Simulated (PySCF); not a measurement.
# C5H5Al: the cost of one run

Programs: PySCF 2.14.0, with density-fitted response routines of our own. Each step states its level of theory. These are calculated values for one molecule in the gas phase, unless marked as measured. Atoms are numbered from 0 throughout.

**1. Starting geometry**

11 atoms, charge 0, multiplicity 1; geometry from: GFN2-xTB. The atoms were then displaced at random by about 0.01 Å, so the start is not that level's minimum.

Bonds of the start (Å): C0–C1 1.21, C1–Al2 1.95, Al2–C3 1.93, Al2–C4 1.96, C4–C5 1.20, C0–H6 1.07, C3–H7 1.10, C3–H8 1.09, C3–H9 1.12, C5–H10 1.06.

**2. Geometry optimisation at PBE0-D3(BJ)/def2-SVP**

Job settings and geometry (Å):

```
{"job": {"xc": "PBE0", "basis": "def2-SVP", "d3": "d3bj", "grid": 1, "shake": 0.01, "kind": "geom"}, "charge": 0, "multiplicity": 1}
C      1.706460     2.582810     0.409670
C      1.033220     1.597630     0.212390
Al    -0.043440    -0.002360    -0.103100
C     -1.963910     0.118780    -0.295690
C      0.882420    -1.725580    -0.213950
C      1.445610    -2.784090    -0.269010
H      2.261760     3.481480     0.573110
H     -2.462560    -0.853200    -0.157650
H     -2.304720     0.480420    -1.261880
H     -2.449360     0.802350     0.442730
H      1.932630    -3.724070    -0.312360
```

Launch:

```bash
$ OMP_NUM_THREADS=1 python probes_run.py task.json out
```

The driver reads the jobs from task.json and runs them one after another.

Q: Estimate the wall time and peak memory of this first job on 1 thread of Arm Neoverse N1, shared host.

About 44 s, with a peak of 0.45 GiB.
